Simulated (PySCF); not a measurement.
# HfH₂: structure of the triplet

The task is one start of a wider search on HfH₂: the triplet, from a PBE0 minimum start. It is relaxed, tested by its Hessian and followed downhill if it is a saddle.

Computed with PySCF 2.14.0. Level: PBE0, basis Hf def2-TZVP with ECP60, H def2-TZVP, scalar-relativistic core potentials, no spin–orbit coupling, density fitting.

### Step 1. Where the work starts

3 atoms, charge 0, spin multiplicity 3.

Bond lengths: Hf1–H2 1.863 Å, Hf1–H3 1.863 Å. Angles: H2–Hf1–H3 120.8°.

Z-matrix (Å, degrees; charge 0 multiplicity 3):
```
Hf
H  1 1.8634
H  1 1.8634 2 120.79
```

### Step 2. First SCF at the start

One driver script runs all steps and calls PySCF; scf.py shows how it sets up the SCF of each step. The optimiser is the driver's own. After this first run the driver tries any further starts and a stability analysis.

The input, scf.py:

```python
from pyscf import gto, scf, dft
mol = gto.M(atom='''
Hf     0.000000    -0.000000    -0.009993
H      1.620144    -0.000000     0.910533
H     -1.620144     0.000000     0.910533''',
    basis={'Hf': 'def2-TZVP', 'H': 'def2-TZVP'},
    ecp={'Hf': 'def2-TZVP'},
    charge=0, spin=2)
mf = dft.UKS(mol, xc='PBE0')
mf.grids.atom_grid = (50, 194)
aux = {'Hf': 'def2-universal-JKFIT', 'H': 'def2-universal-JKFIT'}
mf = mf.density_fit(auxbasis=aux)
mf.conv_tol = 1e-08
mf.diis_space = 10
mf.max_cycle = 60
mf.init_guess = 'minao'
mf.verbose = 4
mf.kernel()
```

Command:

```bash
> OMP_NUM_THREADS=2 python axn.py task.json out
```

The program printed:

```text
init E= -31.2902248326908
[... the frontier-level lines of each cycle are left out ...]
cycle= 1 E= -48.9673002090907  delta_E= -17.7  |g|= 0.32  |ddm|= 3.27
cycle= 2 E= -48.9918089023476  delta_E= -0.0245  |g|= 0.256  |ddm|= 0.998
cycle= 3 E= -49.0318744175413  delta_E= -0.0401  |g|= 0.0223  |ddm|= 0.43
cycle= 4 E= -49.0325938258305  delta_E= -0.000719  |g|= 0.00841  |ddm|= 0.0682
cycle= 5 E= -49.0327093469657  delta_E= -0.000116  |g|= 0.0044  |ddm|= 0.0258
cycle= 6 E= -49.0327452537179  delta_E= -3.59e-05  |g|= 0.00128  |ddm|= 0.0132
cycle= 7 E= -49.0327557199367  delta_E= -1.05e-05  |g|= 0.000518  |ddm|= 0.00924
cycle= 8 E= -49.0327593257468  delta_E= -3.61e-06  |g|= 0.00033  |ddm|= 0.0057
cycle= 9 E= -49.0327613470914  delta_E= -2.02e-06  |g|= 9.51e-05  |ddm|= 0.00692
cycle= 10 E= -49.032761454964  delta_E= -1.08e-07  |g|= 2.26e-05  |ddm|= 0.00174
cycle= 11 E= -49.0327614576612  delta_E= -2.7e-09  |g|= 3.45e-06  |ddm|= 0.000236
Extra cycle  E= -49.0327614576929  delta_E= -3.18e-11  |g|= 1.92e-06  |ddm|= 1.17e-05
converged SCF energy = -49.0327614576929  <S^2> = 2.0056428  2S+1 = 3.0037595
```

This step, with its further starts and checks, needed 3.6 s of wall time on 2 threads of Intel Xeon 6975P-C (Granite Rapids), shared host.

The starts that the driver tried:

| start | energy (Eh) |
| --- | --- |
| the minimal-basis guess | -49.032761 |
| a thermally smeared density | -49.049679 |
| a smeared PBE density | -49.051423 |

This is not the lowest solution: one lies 49.0 kJ/mol lower, at -49.05142 Eh, and the relaxation starts from that.

### Step 3. Relaxation: PBE0 minimum start, triplet

The program finds C2v symmetry in the start, which this walk keeps. The walk stops when the largest gradient is under 0.0003 Eh/bohr and the energy has settled too.

scf.py, as its differences from that of step 2:

```diff
@@ -3,3 +3,3 @@
-Hf     0.000000    -0.000000    -0.009993
-H      1.620144    -0.000000     0.910533
-H     -1.620144     0.000000     0.910533''',
+Hf     0.000000     0.000000    -0.010197
+H      1.620144     0.000000     0.910329
+H     -1.620144     0.000000     0.910329''',
@@ -16 +15,0 @@
-mf.init_guess = 'minao'
```

Steps of the walk:

| step | energy (Eh) | change (kJ/mol) | largest symmetric gradient (Eh/bohr) |
| --- | --- | --- | --- |
| 0 | -49.051423 | 0.00 | 0.00013 |

The walk took under 0.5 s.

Positions (Å) and forces (eV/Å) along the way:

```
step 0
Hf   0.000   0.000  -0.010   0.000   0.000   0.007
H    1.620   0.000   0.910  -0.002   0.000  -0.003
H   -1.620   0.000   0.910   0.002   0.000  -0.003
```

It settles in C2v symmetry, 0.0 kJ/mol below the start, after 0 steps: Hf–H 1.863 Å (×2); H–Hf–H 120.8°.

### Step 4. Vibrations and properties at this point

On the finer grid the gradient is checked again; gradients at displacements of ±0.02 bohr then give force constants and infrared intensities.

scf.py, as its differences from that of step 3:

```diff
@@ -10 +10 @@
-mf.grids.atom_grid = (50, 194)
+mf.grids.atom_grid = (75, 302)
@@ -13 +13 @@
-mf.conv_tol = 1e-08
+mf.conv_tol = 1e-10
```

The driver hands on the density of the step before, so the log starts near convergence.

SCF at the final geometry:

```text
init E= -49.0514983569489
[... the frontier-level lines of each cycle are left out ...]
cycle= 1 E= -49.0514983569515  delta_E= -2.52e-12  |g|= 4.64e-07  |ddm|= 3.45e-06
Extra cycle  E= -49.051498356953  delta_E= -1.51e-12  |g|= 3.27e-07  |ddm|= 2.28e-06
converged SCF energy = -49.051498356953  <S^2> = 2.003264  2S+1 = 3.0021752
```

The whole step took 8.8 s.

Geometry: C2v; Hf–H 1.863 Å (×2); H–Hf–H 120.8°.

Modes, for the most abundant isotopes:

```tsv
symmetry	ω (cm⁻¹)	IR (km/mol)
a1	577	28.5
b2	1635	557
a1	1676	118
```

All wavenumbers are real: a minimum.

Properties at this point:

```yaml
Dipole_moment: 2.04 D
Highest_occupied_level: -4.71 eV
Lowest_empty_level: -1.79 eV
Rotational_constants: 9.98, 3.186, 2.415 cm⁻¹
Zero-point_energy: 23.3 kJ/mol
Principal_polarisabilities: 52.5, 75.5, 82.0 bohr³
Atomisation_energy_without_zero-point_energy: 543 kJ/mol
Principal_traceless_quadrupole_moments_about_the_centre_of_mass: -4.50, 0.67, 3.83 D Å
Entropy_at_298.15_K_and_1_bar_electronic_part_spin_only: 244.9 J/(mol K)
Heat_capacity_Cp_at_298.15_K: 38.1 J/(mol K)
Enthalpy_at_298.15_K_above_0_K: 10.38 kJ/mol
Rotational_symmetry_number: 2
Spin_squared_⟨S²⟩: 2.003
```

Populations by atom (charges in e):

```csv
atom,Mulliken,Löwdin,polar tensor,spin (Mulliken),Mayer order to Hf1
Hf1,0.39,0.36,0.66,2.03,–
"H2,3",-0.19,-0.18,-0.33,-0.02,0.96
```

Mulliken populations on Hf1 (outside its core potential): s 3.05, p 6.34, d 2.21, f 0.02.

### Step 5. What came out

| quantity | value |
| --- | --- |
| minimum | triplet, C2v |
| geometry | Hf–H 1.863 Å (×2); H–Hf–H 120.8° |
| wavenumbers (cm⁻¹) | 577 (a1), 1635 (b2), 1676 (a1) |
| dipole moment | 2.04 D |
| highest occupied, lowest empty level (either spin) | -4.71, -1.79 eV |
| polar-tensor charge of Hf1 | +0.66 e |
| zero-point energy | 23.3 kJ/mol |
| entropy at 298.15 K | 244.9 J/(mol K) |
| atomisation energy (no zero-point energy) | 543 kJ/mol |
| ⟨S²⟩ | 2.003 |

**Reading.** The PBE0 minimum start keeps its C2v symmetry and ends in a minimum. In the infrared the band at 1635 cm⁻¹ (b2, stretch) leads. Most of the spin sits on Hf1 (Mulliken spin 2.03, against 2 for the whole molecule). The first SCF alone would have been 49 kJ/mol too high. Only this shape and spin were tried, so other structures or states may lie lower. One determinant may miss the lowest occupation of an open d or f shell. With an element this heavy the missing spin–orbit coupling can shift these numbers.

The search up to here took 13 s.
